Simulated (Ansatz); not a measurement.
This script drives Ansatz 0.2.0 through its Python package.

The script reads `limg2_limg2_p_6m2.cif`:
```cif
data_LiMg2
_cell_length_a 3.122475
_cell_length_b 3.122475
_cell_length_c 15.235435
_cell_angle_alpha 90.00000
_cell_angle_beta 90.00000
_cell_angle_gamma 120.00000
_symmetry_space_group_name_H-M 'P 1'
_symmetry_Int_Tables_number 1
loop_
_symmetry_equiv_pos_as_xyz
'x, y, z'
loop_
_atom_site_label
_atom_site_type_symbol
_atom_site_fract_x
_atom_site_fract_y
_atom_site_fract_z
Li1 Li    0.666667    0.333333    0.666787
Li2 Li    0.666667    0.333333    0.333213
Mg3 Mg    0.666667    0.333333    0.000000
Mg4 Mg    0.000000    0.000000    0.829068
Mg5 Mg    0.000000    0.000000    0.500000
Mg6 Mg    0.000000    0.000000    0.170932
```

Input file `limg2_limg3_fm_3m.xyz`:
```text
4
Lattice="0.0 3.48368533 3.48368533 3.48368533 0.0 3.48368533 3.48368533 3.48368533 0.0" Properties=species:S:1:pos:R:3 pbc="T T T"
Li    3.48368533    3.48368533    3.48368533
Mg    0.00000000    0.00000000    0.00000000
Mg    1.74184267    1.74184267    1.74184267
Mg    5.22552800    5.22552800    5.22552800
```

Input file `limg2_li.extxyz`:
```text
1
Lattice="-1.75465 1.75465 1.75465 1.75465 -1.75465 1.75465 1.75465 1.75465 -1.75465" Properties=species:S:1:pos:R:3 pbc="T T T"
Li    0.00000000    0.00000000    0.00000000
```

The script reads `limg2_mg.vasp`:
```text
Mg
1.0
   3.20930000    0.00000000    0.00000000
  -1.60465000    2.77933533    0.00000000
   0.00000000    0.00000000    5.21030000
Mg
2
Direct
   0.33333333    0.66666667    0.25000000
   0.66666667    0.33333333    0.75000000
```

Script `run_hull.py`:
```python
from collections import Counter
from dataclasses import dataclass
import warnings

import ansatz
from ase.io import read
import matplotlib.pyplot as plt
from pymatgen.analysis.phase_diagram import PDEntry, PhaseDiagram
from pymatgen.core import Composition


@dataclass(frozen=True)
class Settings:
    functional: str = 'LDA'
    cutoff: int = 450
    max_iterations: int = 85
    k_spacing: float = 0.33
    occupations: str = 'fermi_dirac'
    sigma: float = 0.1


settings = Settings()


def ground_state(name, crystal):
    calc = (
        crystal.calculation()
        .functional(settings.functional)
        .basis(settings.cutoff)
        .scf(max_iterations=settings.max_iterations)
        .kpoints(spacing=settings.k_spacing)
        .occupations(settings.occupations, width=settings.sigma)
    )
    calc = calc.relax(force_tolerance=0.01, max_steps=30, fix_cell=['shape'])
    return calc.run(threads=1, backend='cpu')


def counts(outcome):
    return Counter(site.symbol for site in outcome.lattice.sites)

warnings.simplefilter('ignore', ansatz.DeckWarning)

phases = {}
atoms = read('limg2_limg2_p_6m2.cif')
limg2_p_6m2 = ansatz.Crystal.from_ase(atoms)
phases['LiMg2 P-6m2'] = limg2_p_6m2
limg3_fm_3m = ansatz.Crystal.from_extxyz('limg2_limg3_fm_3m.xyz')
phases['LiMg3 Fm-3m'] = limg3_fm_3m
li = ansatz.Crystal.from_extxyz('limg2_li.extxyz')
phases['Li'] = li
atoms = read('limg2_mg.vasp', format='vasp')
mg = ansatz.Crystal.from_ase(atoms)
phases['Mg'] = mg

done = {}
for name, crystal in phases.items():
    done[name] = ground_state(name, crystal)
    print(f'{name}: {done[name].report["energy_sigma0_ev"]:.4f} eV, {len(done[name].lattice.sites)} atoms')

entries = [PDEntry(Composition(dict(counts(o))), o.report['energy_sigma0_ev'], name=name) for name, o in done.items()]
diagram = PhaseDiagram(entries)
rows = [(e.name, e.composition.get_atomic_fraction('Mg'), diagram.get_form_energy_per_atom(e), diagram.get_e_above_hull(e)) for e in entries]
rows.sort(key=lambda row: row[1])
print('     phase       x(Mg)  E_form (eV/atom)  above hull (eV/atom)')
for row in rows:
    print(f'{str(row[0]):>10}  {row[1]:10.3f}  {row[2]:16.4f}  {row[3]:20.4f}')
print('on the hull of these phases:', ', '.join(row[0] for row in rows if row[3] < 1e-6))
stable = [row for row in rows if row[3] < 1e-6]
plt.figure(figsize=(4.5, 3.2))
plt.plot([row[1] for row in stable], [row[2] for row in stable], 'k-o')
plt.plot([row[1] for row in rows], [row[2] for row in rows], 'r.')
plt.xlabel('fraction of Mg')
plt.ylabel('formation energy (eV/atom)')
plt.tight_layout()
plt.savefig('hull.png', dpi=100)
```

It is started by `python run_hull.py`. Estimate its wall time and peak memory on 1 thread of Intel(R) Xeon(R) Platinum 8259CL CPU @ 2.50GHz (Skylake/Cascade Lake), with other jobs on the host.

It took about 36 s, with a peak of 0.54 GiB, for 4 runs of the engine.

```console
$ python run_hull.py
LiMg2 P-6m2: -8009.8145 eV, 6 atoms
LiMg3 Fm-3m: -5906.5856 eV, 4 atoms
Li: -201.6303 eV, 1 atoms
Mg: -3803.2272 eV, 2 atoms
     phase       x(Mg)  E_form (eV/atom)  above hull (eV/atom)
        Li       0.000            0.0000                0.0000
LiMg2 P-6m2       0.667           -0.0166                0.0089
LiMg3 Fm-3m       0.750           -0.0286                0.0000
        Mg       1.000            0.0000                0.0000
on the hull of these phases: Li, LiMg3 Fm-3m, Mg
```

Caveats:
- Total energies depend on the potentials; only differences at equal settings carry meaning.
- For the metals among these phases the mesh is modest: differences between phases can be off by up to 40 meV an atom.
- Atoms and volume are relaxed with the cell's shape held, which in cells of lower than cubic symmetry can hide stresses and shift volumes.
- The cells come from databases of deposited and of computed structures, and not all need be stable phases.
- Differences under about 40 meV an atom lie within the error of mesh and functional, so such verdicts may flip; only the cells listed enter the hull.
